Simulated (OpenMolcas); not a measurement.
# CCSD(T)/MIDI (Cholesky decomposition) run of CH3BN2 (SMILES [H]/N=C1/BN1)

Aim: the energy difference between two shapes of CH3BN2 at CCSD(T)/MIDI (Cholesky decomposition), from 2 runs. 

Program for the calculation: OpenMolcas 26.06.

5 further runs of the same task are left out: 3 that didn't finish, 2 set aside as unsound or not needed.

## (1) The system as given

CH3BN2 has 7 atoms, charge 0, and is taken as a singlet. SMILES: `[H]/N=C1/BN1`. The coordinates come from a GFN2-xTB relaxation.

Bond lengths: N1–C2 1.243 Å, C2–B3 1.502 Å, C2–N4 1.409 Å, B3–N4 1.380 Å, N1–H5 1.020 Å, B3–H6 1.151 Å, N4–H7 1.005 Å. Angles: N1–C2–B3 163.7°, N1–C2–N4 139.8°, B3–C2–N4 56.5°, C2–B3–N4 58.4°, C2–N4–B3 65.2°, C2–N1–H5 116.1°, C2–B3–H6 160.0°, N4–B3–H6 141.6°, C2–N4–H7 139.0°, B3–N4–H7 155.8°.

## (2) A single-point energy at CCSD(T)/MIDI (Cholesky decomposition)

The input, input.xyz:

```xyz
7

N     -1.370380     0.605870    -0.858390
C     -0.502480     0.224100    -0.054430
B      0.254950    -0.105840     1.199710
N      0.784100    -0.350040    -0.050880
H     -1.144700     0.498200    -1.847640
H      0.500880    -0.209370     2.319480
H      1.477620    -0.662910    -0.707840
```

The input, test.input:

```
* CH3BN2 CCSD(T)

&GATEWAY
 BasLib
 $CurrDir
 Coord
 input.xyz
 Basis
 MIDI
 Group
 NoSym

&SEWARD
 Medium

&SCF
 PrOrbitals
 0

&CHCC
 Frozen
 4

&CHT3
 Frozen
 4
```

The basis set MIDI is read from a file made from the Basis Set Exchange's data (not shown).

The run is started by

```
export MOLCAS_MEM=1860
pymolcas test.input > test.log
```

What it wrote:

```text
--- Start Module: gateway ---
[...]
--- Stop Module: gateway /rc=_RC_ALL_IS_WELL_ ---
[...]
      Basis functions           42
[...]
       Convergence after  12 Iterations
[...]
::    Total SCF energy                               -172.0816259157
[...]
      Total spin, S                                     0.0000000000
[...]
      Total electronic charge=   28.000000
      Total            charge=   -0.000000
[...]
      Dipole Moment (debye):
      Origin of the operator (angstrom)=   -0.1960    0.0875   -0.0077
                   X=  3.2299E+00               Y= -1.4426E+00               Z= -4.9985E-01           Total=  3.5726E+00
      Quadrupole Moment (debye*angstrom):
[...]
--- Start Module: chcc ---
[...]
--- Stop Module: chcc /rc=_RC_ALL_IS_WELL_ ---
[...]
--- Start Module: cht3 ---
[...]
--- Stop Module: cht3 /rc=_RC_ALL_IS_WELL_ ---
[...]
```

It took 4.2 s on 1 thread of Arm Neoverse V2, shared host; peak memory 0.24 GiB.

## (3) The distorted shape at the same level

The input, input.xyz:

```xyz
7

N     -1.348847     0.488515    -0.754971
C     -0.451551     0.341795    -0.064283
B      0.265925    -0.205147     1.128140
N      0.798458    -0.347119    -0.045378
H     -1.113903     0.535087    -1.864338
H      0.498464    -0.299937     2.239878
H      1.469595    -0.545545    -0.678511
```

The input, test.inp:

```
&GATEWAY
  BasLib
  $CurrDir
  Coord
  input.xyz
  Basis
  MIDI
  Group
  NoSym

&SEWARD
  Medium

&SCF
  PrOrbitals
  0

&CHCC
  Frozen
  4

&CHT3
  Frozen
  4
```

The basis set MIDI is read from a file made from the Basis Set Exchange's data (not shown).

The run is started by

```
export MOLCAS_MEM=1860
pymolcas test.inp > test.log
```

What it wrote:

```text
--- Start Module: gateway ---
[...]
--- Stop Module: gateway /rc=_RC_ALL_IS_WELL_ ---
[...]
      Basis functions           42
[...]
       Convergence after  12 Iterations
[...]
::    Total SCF energy                               -172.0253195458
[...]
      Total spin, S                                     0.0000000000
[...]
      Total electronic charge=   28.000000
      Total            charge=   -0.000000
[...]
      Dipole Moment (debye):
      Origin of the operator (angstrom)=   -0.1728    0.0650    0.0025
                   X=  3.0168E+00               Y= -8.0679E-01               Z= -1.1724E+00           Total=  3.3356E+00
      Quadrupole Moment (debye*angstrom):
[...]
--- Start Module: chcc ---
[...]
--- Stop Module: chcc /rc=_RC_ALL_IS_WELL_ ---
[...]
--- Start Module: cht3 ---
[...]
--- Stop Module: cht3 /rc=_RC_ALL_IS_WELL_ ---
[...]
```

Wall time 3.9 s (1 thread of Arm Neoverse V2, shared host); peak memory 0.24 GiB.

## (4) Outcome

At CCSD(T)/MIDI (Cholesky decomposition), 4 core orbitals frozen:

| quantity | value |
| --- | --- |
| first shape: total energy | -172.46985 Eh |
| first shape: dipole moment (mean-field density) | 3.57 D |
| first shape: HOMO energy (Hartree–Fock orbitals) | -10.07 eV |
| first shape: LUMO energy (Hartree–Fock orbitals) | 3.56 eV |
| first shape: HOMO–LUMO gap (Hartree–Fock orbitals) | 13.63 eV |
| first shape: correlation energy (4 core orbitals frozen) | -388.2 mEh |
| first shape: (T) correction | -14.45 mEh |
| distorted shape: total energy | -172.40781 Eh |
| distorted shape: dipole moment (mean-field density) | 3.34 D |
| distorted shape: HOMO energy (Hartree–Fock orbitals) | -9.35 eV |
| distorted shape: LUMO energy (Hartree–Fock orbitals) | 4.14 eV |
| distorted shape: HOMO–LUMO gap (Hartree–Fock orbitals) | 13.49 eV |
| distorted shape: correlation energy (4 core orbitals frozen) | -382.5 mEh |
| distorted shape: (T) correction | -13.25 mEh |
| energy change with the atoms displaced | 1.688 eV |

**Reading.** With the atoms displaced the energy rises by 1.69 eV (39 kcal/mol). The first shape isn't relaxed at this level, so the change isn't measured from a minimum. Mulliken charges (first shape) of the mean-field density run from -0.83 on N4 to +0.58 on B3; they depend strongly on the basis. The triples (first shape) make up 3.7 % of the correlation energy. The triples (distorted shape) make up 3.5 % of the correlation energy.
